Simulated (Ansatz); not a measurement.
# Cl2FHOTi: the cost of one run

Program: Ansatz 0.2.0. Level of theory: RHF/def2-SVP. These are calculated values, not measurements.

### Step 1. The system as given

Bond lengths: Ti1–F2 1.830 Å, Ti1–O3 1.920 Å, O3–H4 1.010 Å, Ti1–Cl5 2.368 Å, Ti1–Cl6 2.368 Å. Angles: F2–Ti1–O3 109.5°, F2–Ti1–Cl5 109.5°, F2–Ti1–Cl6 109.5°, O3–Ti1–Cl5 109.5°, O3–Ti1–Cl6 109.5°, Cl5–Ti1–Cl6 109.5°, Ti1–O3–H4 109.5°.

As a file:

```xyz
6

Ti    0.0000    0.0000    0.0000
F     0.0000    0.0000    1.8300
O     1.8106    0.0000   -0.6394
H     2.1269   -0.9521   -0.7560
Cl   -1.1163    1.9339   -0.7892
Cl   -1.1163   -1.9339   -0.7892
```

### Step 2. Relaxing the start

Input file input.yaml:

```yaml
crystal:
  periodic: [false, false, false]
  atoms:
    - { symbol: Ti, position_ang: [0.0, 0.0, 0.0] }
    - { symbol: F, position_ang: [0.0, 0.0, 1.83] }
    - { symbol: O, position_ang: [1.8106, 0.0, -0.6394] }
    - { symbol: H, position_ang: [2.1269, -0.9521, -0.756] }
    - { symbol: Cl, position_ang: [-1.1163, 1.9339, -0.7892] }
    - { symbol: Cl, position_ang: [-1.1163, -1.9339, -0.7892] }
basis:
  gaussian: { orbitals: def2-SVP }
hamiltonian:
  xc: hf
relax:
  f_tol: 0.02
  max_steps: 40
output:
  orbitals: {}
```

Launch:

```bash
$ ansatz run input.yaml --threads 2 --pin off --max-ram 3072MiB --backend cpu --events-out ev --progress --plain --runs-dir out
```

What time and memory should one allow on 2 threads of Arm Neoverse V1, shared host?

About 21 s, with a peak of 0.22 GiB.
